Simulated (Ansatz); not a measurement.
# Ga (Cmce): equation of state

The task here is to estimate one member of a computed series from the others.

Program: Ansatz 0.2.0. Level of theory: DFT r²SCAN, scalar-relativistic, plane waves, PAW. These are calculated values, not measurements.

## The starting structure

It takes space group Cmce (No. 64, orthorhombic). Conventional cell: a = 4.491 Å, b = 7.599 Å, c = 4.505 Å, α = 90.00°, β = 90.00°, γ = 90.00°. Around Ga (site symmetry m) lie 7 Ga at 2.49 to 2.77 Å.

Structure file:

```cif
data_structure
_symmetry_space_group_name_H-M 'P 1'
_symmetry_Int_Tables_number 1
_cell_length_a 4.4137
_cell_length_b 4.4137
_cell_length_c 4.5053
_cell_angle_alpha 90.000
_cell_angle_beta 90.000
_cell_angle_gamma 118.836
_cell_volume 76.88
loop_
_atom_site_label
_atom_site_type_symbol
_atom_site_fract_x
_atom_site_fract_y
_atom_site_fract_z
_atom_site_occupancy
Ga1 Ga 0.84401 0.15599 0.08399 1
Ga2 Ga 0.65599 0.34401 0.58399 1
Ga3 Ga 0.15599 0.84401 0.91601 1
Ga4 Ga 0.34401 0.65599 0.41601 1
```

This cell comes from an earlier session at r²SCAN: 19.221 Å³/atom at -0.02 GPa, on a 10×10×10 mesh.

Volume factors to run: 0.980, 1.020, 0.960, 1.040.

The first run:

input.yaml

```yaml
crystal:
  lattice:
    - [2.2304786547, -3.7742409256, 0.0]
    - [2.2304786547, 3.7742409256, 0.0]
    - [0.0, 0.0, 4.4750162651]
  atoms:
    - { symbol: Ga, position: [0.8440116205, 0.1559883795, 0.0839872895] }
    - { symbol: Ga, position: [0.6559883795, 0.3440116205, 0.5839872895] }
    - { symbol: Ga, position: [0.1559883795, 0.8440116205, 0.9160127105] }
    - { symbol: Ga, position: [0.3440116205, 0.6559883795, 0.4160127105] }
basis:
  ecutwfc: 500
  ecutrho_ratio: 4
kpoints:
  mp_grid: { grid: [10, 10, 10] }
hamiltonian:
  xc: r2scan
scf:
  occupations: { method: gaussian, width: 0.05 }
output:
  forces: true
  stress: true
  eigenvalues: true
relax:
  f_tol: 0.01
  max_steps: 40
  cell: { stress_tol: 0.1, fix: [volume] }
```

Command:

```bash
ansatz run input.yaml --threads 2 --pin off --max-ram 5120MiB --backend cpu --events-out ev --progress --plain --runs-dir out
```

Steps of the session up to this table: At 0.980 of the relaxed volume; At 1.020 of the relaxed volume; Volume × 0.960; Volume × 1.040.

One of the session's tables, all rows but one given; the rest of the session is left out.

It belongs to the step «Energy and pressure against volume». 

```
volume (Å³/atom)  energy (meV/atom)  pressure (GPa)
          18.452               6.25            2.74
          18.836                  ?               ?
          19.221               0.00           -0.02
          19.605               1.46           -1.19
          19.989               5.57           -2.24
```

Estimate the missing values for volume (Å³/atom) = 18.836.

Worked estimate for «energy (meV/atom)». A straight line through the neighbours (18.452, 6.25) and (19.221, 0.00) gives 6.25 + (0.00 − 6.25) × (18.836 − 18.452) / (19.221 − 18.452) = 3.13; a parabola fitted to 3 rows on both sides gives 1.60.

As computed: energy (meV/atom): 1.50; pressure (GPa): 1.30. In «energy (meV/atom)» the line misses by +1.63 and the parabola by +0.10.
